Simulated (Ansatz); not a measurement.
# Zn2Sn5N: the cost of one run

Method: DFT PBE, scalar-relativistic, plane waves, PAW, unless a step names another level, in Ansatz 0.2.0.

6 further runs of the same task are left out: 3 that didn't finish, 3 set aside as unsound or not needed. Runs told in other sessions of the task aren't counted.

## (1) The system as given

It takes space group P-4m2 (No. 115, tetragonal). The conventional cell has a = 3.385 Å, b = 3.385 Å, c = 16.281 Å, α = 90.00°, β = 90.00°, γ = 90.00°. Around Zn (site symmetry 2mm) lie 2 N at 1.94 Å. Sn (site symmetry 2mm) has 12 Sn at 3.32 to 3.47 Å in its first shell of neighbours. Sn (site symmetry 2mm) has 2 Zn at 2.92 Å and 8 Sn at 3.32 to 3.39 Å in its first shell of neighbours. Sn (site symmetry -4m2) has 12 Sn at 3.39 to 3.47 Å in its first shell of neighbours. Around N (site symmetry -4m2) lie 4 Zn at 1.94 Å.

Structure file:

```cif
data_structure
_symmetry_space_group_name_H-M 'P 1'
_symmetry_Int_Tables_number 1
_cell_length_a 3.3853
_cell_length_b 3.3853
_cell_length_c 16.2814
_cell_angle_alpha 90.000
_cell_angle_beta 90.000
_cell_angle_gamma 90.000
_cell_volume 186.59
loop_
_atom_site_label
_atom_site_type_symbol
_atom_site_fract_x
_atom_site_fract_y
_atom_site_fract_z
_atom_site_occupancy
Zn1 Zn 0.00000 0.50000 0.44178 1
Zn2 Zn 0.50000 0.00000 0.55822 1
Sn1 Sn 0.00000 0.00000 0.84590 1
Sn2 Sn 0.00000 0.00000 0.15410 1
Sn3 Sn 0.50000 0.50000 0.29541 1
Sn4 Sn 0.50000 0.50000 0.70459 1
Sn5 Sn 0.50000 0.50000 0.00000 1
N1 N 0.00000 0.00000 0.50000 1
```

It came out lowest among 18 distinct ends of the trial cells. At a tolerance of 0.05 Å it has space group P-4m2 (No. 115).

## (2) A stricter relaxation, on the response runs' mesh and smearing

input.yaml

```yaml
crystal:
  lattice:
    - [3.3852721452, 0.0, 0.0]
    - [0.0, 3.3852721452, 0.0]
    - [0.0, 0.0, 16.2813833957]
  atoms:
    - { symbol: Zn, position: [0.0, 0.5, 0.4417792267] }
    - { symbol: Zn, position: [0.5, 0.0, 0.5582207733] }
    - { symbol: Sn, position: [0.0, 0.0, 0.8458981517] }
    - { symbol: Sn, position: [0.0, 0.0, 0.1541018483] }
    - { symbol: Sn, position: [0.5, 0.5, 0.2954083047] }
    - { symbol: Sn, position: [0.5, 0.5, 0.7045916953] }
    - { symbol: Sn, position: [0.5, 0.5, 0.0] }
    - { symbol: "N", position: [0.0, 0.0, 0.5] }
basis:
  ecutwfc: 420
kpoints:
  mp_grid: { grid: [10, 10, 2] }
hamiltonian:
  xc: pbe
scf:
  occupations: { method: gaussian, width: 0.1 }
output:
  forces: true
  stress: true
  eigenvalues: true
relax:
  adjacent_minimum: "off"
  f_tol: 0.001
  max_steps: 60
  cell: { stress_tol: 0.01 }
```

Run with:

```bash
> ansatz run input.yaml --threads 3 --pin off --max-ram 7680MiB --backend cpu --events-out ev --progress --plain --runs-dir out
```

**Question.** How long does this run take on 3 threads of Intel Xeon 6975P-C (Granite Rapids), shared host, and how much memory does it need?

About 31 s, with a peak of 0.78 GiB.
